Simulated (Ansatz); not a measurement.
# AlF3H3P: harmonic frequencies at the relaxed geometry in Python

At which frequencies does AlF3H3P vibrate? Aim: harmonic frequencies at the relaxed geometry, for AlF3H3P, run from a script. SMILES: [F][Al-]([F])([F])[PH3+].

Program: Ansatz 0.2.0 through its Python package. Level of theory: B3LYP+D4/cc-pVDZ. These are calculated values, not measurements.

### Step 1. The system

Bond lengths: F1–Al2 1.816 Å, Al2–F3 1.771 Å, Al2–F4 1.795 Å, Al2–P5 2.281 Å, P5–H6 1.420 Å, P5–H7 1.380 Å, P5–H8 1.451 Å. Angles: F1–Al2–F3 108.2°, F1–Al2–F4 110.5°, F1–Al2–P5 111.8°, F3–Al2–F4 107.0°, F3–Al2–P5 109.2°, F4–Al2–P5 110.1°, Al2–P5–H6 109.7°, Al2–P5–H7 110.0°, Al2–P5–H8 108.8°, H6–P5–H7 110.4°, H6–P5–H8 108.8°, H7–P5–H8 109.1°.

No structure file is read: the coordinates are typed or built in the script.

### Step 2. The script

run_freq.py reads:

```python
'''Vibrations of AlF3H3P.'''

import itertools

import ansatz as az
from ase.data import atomic_numbers, covalent_radii
import numpy as np

config = {
    'basis': 'cc-pVDZ',
    'functional': 'B3LYP',
    'dispersion': 'd4',
}


def main() -> None:
    geometry = (
        az.Crystal.molecule()
        .atom('F', [-0.0904, -2.0743, 1.2893])
        .atom('Al', [0.5555, -0.9443, 0.0229])
        .atom('F', [2.2464, -0.587, 0.4104])
        .atom('F', [0.5435, -1.7332, -1.5895])
        .atom('P', [-0.6237, 1.0063, -0.0507])
        .atom('H', [-1.657, 0.9793, 0.9227])
        .atom('H', [-1.1544, 1.1889, -1.3109])
        .atom('H', [0.2723, 2.1071, 0.2502])
    )

    job = (
        geometry.calculation()
        .basis(gaussian=config['basis'])  # atom-centred Gaussian functions
        .functional(config['functional'], dispersion=config['dispersion'])
    )
    symbols = [site.symbol for site in geometry.cartesian_sites]
    start = np.array([site.position_ang for site in geometry.cartesian_sites], dtype=float)
    rep = job.relax(force_tolerance=0.003, max_steps=100).run().report
    end = np.array(rep['positions_ang'])

    # pairs closer than 1.2 times the sum of covalent radii, before or after
    radius = [covalent_radii[atomic_numbers[s]] for s in symbols]
    span = lambda where, i, j: np.linalg.norm(where[i] - where[j])
    bonded = [(i, j) for i, j in itertools.combinations(range(len(symbols)), 2) if min(span(start, i, j), span(end, i, j)) < 1.2 * (radius[i] + radius[j])]
    print('pair        before    after (A)')
    for i, j in bonded:
        print(f'{symbols[i]}{i}-{symbols[j]}{j}'.ljust(10), f'{span(start, i, j):8.4f} {span(end, i, j):8.4f}')

    # frequencies need a stationary point, so they are taken at the relaxed geometry
    minimum = az.Crystal.molecule()
    for symbol, place in zip(symbols, end):
        minimum = minimum.atom(symbol, place.tolist())
    vibrating = (
        minimum.calculation()
        .basis(gaussian=config['basis'])
        .functional(config['functional'], dispersion=config['dispersion'])
        .phonons(temperatures=(200, 600, 100))
    )
    vib = vibrating.run().report['vibrations']
    sums = vib['harmonic_sums']
    modes = [m['omega_inv_cm'] for m in sums['modes_at_gamma'] if m['rigid_motion'] == 'no']
    for number, w in enumerate(modes, start=1):
        print(f'mode {number:2d} {w:9.1f} 1/cm {w / 8065.544 * 1000:8.2f} meV')
    print('imaginary modes:', sum(w < 0 for w in modes), ' zero-point energy:', round(sums['zero_point_energy_ev'], 4), 'eV')
    print('T (K)   F_vib (eV)   S_vib (meV/K)   C_vib (meV/K)')
    for row in zip(sums['temperatures_k'], sums['vibrational_free_energy_ev'], vib['entropy_ev_per_k'], vib['heat_capacity_ev_per_k']):
        print(f'{row[0]:6.1f} {row[1]:11.4f} {1000 * row[2]:13.4f} {1000 * row[3]:15.4f}')

    # all hydrogen replaced by deuterium
    heavier = vibrating.phonons(masses={'H': 2.014102}).run().report['vibrations']['harmonic_sums']
    print('deuterated (1/cm):', ' '.join(f'{m["omega_inv_cm"]:.0f}' for m in heavier['modes_at_gamma'] if m['rigid_motion'] == 'no'))
    print('zero-point energy falls by', round(sums['zero_point_energy_ev'] - heavier['zero_point_energy_ev'], 4), 'eV')


if __name__ == '__main__':
    main()
```

### Step 3. What the engine is handed

The engine receives this input (first run):

```yaml
crystal:
  periodic: [false, false, false]
  atoms:
    - { symbol: F, position_ang: [-0.0904, -2.0743, 1.2893] }
    - { symbol: Al, position_ang: [0.5555, -0.9443, 0.0229] }
    - { symbol: F, position_ang: [2.2464, -0.587, 0.4104] }
    - { symbol: F, position_ang: [0.5435, -1.7332, -1.5895] }
    - { symbol: P, position_ang: [-0.6237, 1.0063, -0.0507] }
    - { symbol: H, position_ang: [-1.657, 0.9793, 0.9227] }
    - { symbol: H, position_ang: [-1.1544, 1.1889, -1.3109] }
    - { symbol: H, position_ang: [0.2723, 2.1071, 0.2502] }
basis:
  gaussian:
    orbitals: cc-pVDZ
hamiltonian:
  xc: b3lyp
  dispersion: d4
relax:
  f_tol: 0.003
  max_steps: 100
```

### Step 4. Running it

On the command line:

```sh
$ python run_freq.py
```

Standard output:

```text
pair        before    after (A)
F0-Al1       1.8160   1.6913
Al1-F2       1.7711   1.6913
Al1-F3       1.7951   1.6912
Al1-P4       2.2805   2.5210
P4-H5        1.4198   1.4200
P4-H6        1.3795   1.4200
P4-H7        1.4509   1.4200
mode  1      75.9 1/cm     9.41 meV
mode  2      76.0 1/cm     9.42 meV
mode  3      85.6 1/cm    10.62 meV
mode  4     206.5 1/cm    25.61 meV
mode  5     221.2 1/cm    27.42 meV
mode  6     221.3 1/cm    27.43 meV
mode  7     334.5 1/cm    41.48 meV
mode  8     397.7 1/cm    49.31 meV
mode  9     397.8 1/cm    49.33 meV
mode 10     657.9 1/cm    81.57 meV
mode 11     896.7 1/cm   111.17 meV
mode 12     896.8 1/cm   111.18 meV
mode 13     989.3 1/cm   122.66 meV
mode 14    1107.9 1/cm   137.36 meV
mode 15    1107.9 1/cm   137.36 meV
mode 16    2455.7 1/cm   304.46 meV
mode 17    2479.5 1/cm   307.41 meV
mode 18    2479.5 1/cm   307.42 meV
imaginary modes: 0  zero-point energy: 0.9353 eV
T (K)   F_vib (eV)   S_vib (meV/K)   C_vib (meV/K)
 200.0      0.8759        0.6532          0.6448
 300.0      0.7954        0.9486          0.8161
 400.0      0.6876        1.2020          0.9458
 500.0      0.5561        1.4241          1.0434
 600.0      0.4036        1.6213          1.1194
deuterated (1/cm): 61 72 72 200 217 217 312 312 331 655 734 790 790 897 897 1754 1785 1785
zero-point energy falls by 0.1988 eV
```

Run time: 6.5 min. Hardware: 1 thread of Arm Neoverse V1, shared host; peak memory 0.28 GiB.

### Step 5. Inputs of later runs

The engine's inputs for the other runs:

Run 2, against run 1:

```diff
@@ -4,8 +4,8 @@
-    - { symbol: F, position_ang: [-0.0904, -2.0743, 1.2893] }
-    - { symbol: Al, position_ang: [0.5555, -0.9443, 0.0229] }
-    - { symbol: F, position_ang: [2.2464, -0.587, 0.4104] }
-    - { symbol: F, position_ang: [0.5435, -1.7332, -1.5895] }
-    - { symbol: P, position_ang: [-0.6237, 1.0063, -0.0507] }
-    - { symbol: H, position_ang: [-1.657, 0.9793, 0.9227] }
-    - { symbol: H, position_ang: [-1.1544, 1.1889, -1.3109] }
-    - { symbol: H, position_ang: [0.2723, 2.1071, 0.2502] }
+    - { symbol: F, position_ang: [-0.4210310816552428, -2.2087292348383083, 0.7385972036210121] }
+    - { symbol: Al, position_ang: [0.7452173669200114, -1.2101892331878819, 0.029232696158111946] }
+    - { symbol: F, position_ang: [2.0359510659540194, -0.7021133997466982, 0.9968266191006088] }
+    - { symbol: F, position_ang: [1.031837000972897, -1.3940889867315, -1.6273710059593953] }
+    - { symbol: P, position_ang: [-0.5668836167267742, 0.9414937348126674, -0.03573432131896977] }
+    - { symbol: H, position_ang: [-1.0236908998848333, 1.473642840407705, 1.198969363600941] }
+    - { symbol: H, position_ang: [-1.7787175025046134, 0.9546826428933723, -0.7757313021356569] }
+    - { symbol: H, position_ang: [0.06951766692453529, 2.088101636390644, -0.5803892530666516] }
@@ -18,3 +18,5 @@
-relax:
-  f_tol: 0.003
-  max_steps: 100
+phonons:
+  temperatures:
+    t_min: 200.0
+    t_max: 600.0
+    t_step: 100.0
```

Run 3, against run 1:

```diff
@@ -4,8 +4,8 @@
-    - { symbol: F, position_ang: [-0.0904, -2.0743, 1.2893] }
-    - { symbol: Al, position_ang: [0.5555, -0.9443, 0.0229] }
-    - { symbol: F, position_ang: [2.2464, -0.587, 0.4104] }
-    - { symbol: F, position_ang: [0.5435, -1.7332, -1.5895] }
-    - { symbol: P, position_ang: [-0.6237, 1.0063, -0.0507] }
-    - { symbol: H, position_ang: [-1.657, 0.9793, 0.9227] }
-    - { symbol: H, position_ang: [-1.1544, 1.1889, -1.3109] }
-    - { symbol: H, position_ang: [0.2723, 2.1071, 0.2502] }
+    - { symbol: F, position_ang: [-0.4210310816552428, -2.2087292348383083, 0.7385972036210121] }
+    - { symbol: Al, position_ang: [0.7452173669200114, -1.2101892331878819, 0.029232696158111946] }
+    - { symbol: F, position_ang: [2.0359510659540194, -0.7021133997466982, 0.9968266191006088] }
+    - { symbol: F, position_ang: [1.031837000972897, -1.3940889867315, -1.6273710059593953] }
+    - { symbol: P, position_ang: [-0.5668836167267742, 0.9414937348126674, -0.03573432131896977] }
+    - { symbol: H, position_ang: [-1.0236908998848333, 1.473642840407705, 1.198969363600941] }
+    - { symbol: H, position_ang: [-1.7787175025046134, 0.9546826428933723, -0.7757313021356569] }
+    - { symbol: H, position_ang: [0.06951766692453529, 2.088101636390644, -0.5803892530666516] }
@@ -18,3 +18,7 @@
-relax:
-  f_tol: 0.003
-  max_steps: 100
+phonons:
+  temperatures:
+    t_min: 200.0
+    t_max: 600.0
+    t_step: 100.0
+  masses:
+    - { species: H, mass: 2.014102 }
```

Lines on the test bed's own set-up are left out of the output.

A comment line of the script is reworded here; the code is as run.

### Step 6. The runs side by side

One row for each of the 3 runs:

```csv
run,kind of run,energy from run 1 (eV),SCF cycles in all,CPU time (s)
1,relaxation,0.0000,174,100
2,phonons,0.0000,301,140
3,phonons,0.0000,301,140
```

### Step 7. Path of the relaxation of run 1

Step by step:

```
step  energy from step 1 (eV)  largest force component (eV/Å)
   1                   0.0000                          4.7993
   2                  -0.7255                          1.9018
   3                  -0.9641                          0.2730
   4                  -0.9696                          0.3692
   5                  -1.0042                          0.1047
   6                  -1.0063                          0.0121
   7                  -1.0070                          0.0183
   8                  -1.0052                          0.2600
   9                  -1.0079                          0.0826
  10                  -1.0113                          0.0922
  11                  -1.0082                          0.3013
  12                  -1.0149                          0.0554
  13                  -1.0184                          0.0385
  14                  -1.0223                          0.1059
  15                  -1.0248                          0.1595
  16                  -1.0275                          0.1370
  17                  -1.0305                          0.1207
  18                  -1.0317                          0.0771
  19                  -1.0322                          0.0021
  20                  -1.0324                          0.0199
  21                  -1.0324                          0.0067
  22                  -1.0325                          0.0025
```

Step 1 is the start. Steps 8, 11 were tried and not accepted.

Before: Bond lengths: F1–Al2 1.816 Å, Al2–F3 1.771 Å, Al2–F4 1.795 Å, Al2–P5 2.281 Å, P5–H6 1.420 Å, P5–H7 1.380 Å, P5–H8 1.451 Å. Angles: F1–Al2–F3 108.2°, F1–Al2–F4 110.5°, F1–Al2–P5 111.8°, F3–Al2–F4 107.0°, F3–Al2–P5 109.2°, F4–Al2–P5 110.1°, Al2–P5–H6 109.7°, Al2–P5–H7 110.0°, Al2–P5–H8 108.8°, H6–P5–H7 110.4°, H6–P5–H8 108.8°, H7–P5–H8 109.1°.

After: Bond lengths: F1–Al2 1.691 Å, Al2–F3 1.691 Å, Al2–F4 1.691 Å, Al2–P5 2.521 Å, P5–H6 1.420 Å, P5–H7 1.420 Å, P5–H8 1.420 Å. Angles: F1–Al2–F3 117.6°, F1–Al2–F4 117.6°, F1–Al2–P5 99.0°, F3–Al2–F4 117.6°, F3–Al2–P5 98.9°, F4–Al2–P5 99.0°, Al2–P5–H6 117.7°, Al2–P5–H7 117.7°, Al2–P5–H8 117.8°, H6–P5–H7 100.1°, H6–P5–H8 100.1°, H7–P5–H8 100.1°.

### Step 8. Harmonic frequencies

Frequencies (cm⁻¹; negative: imaginary): 76, 76, 86, 207, 221, 221, 335, 398, 398, 658, 897, 897, 989, 1108, 1108, 2456, 2479, 2480.

### Step 9. Outcome

| quantity | value |
| --- | --- |
| runs compared | 3 |
| highest frequency | 2480 cm⁻¹ |
| imaginary modes | 0 |
| zero-point energy | 0.935 eV |

What this shows: Run 1: After 19 moves the largest shift is 0.855 Å. So large a move can change the bonding: the results belong to the relaxed structure. All frequencies are real, so the geometry is a minimum. The values are harmonic; measured fundamentals also hold anharmonic shifts, mostly downward for stretches. The frequencies are harmonic and unscaled, in a modest basis. The result belongs to the one conformer reached from this start, and soft torsions count as harmonic oscillators. b3lyp holds the VWN-RPA fit, as in Gaussian; the form of ORCA and Turbomole is b3lyp5.
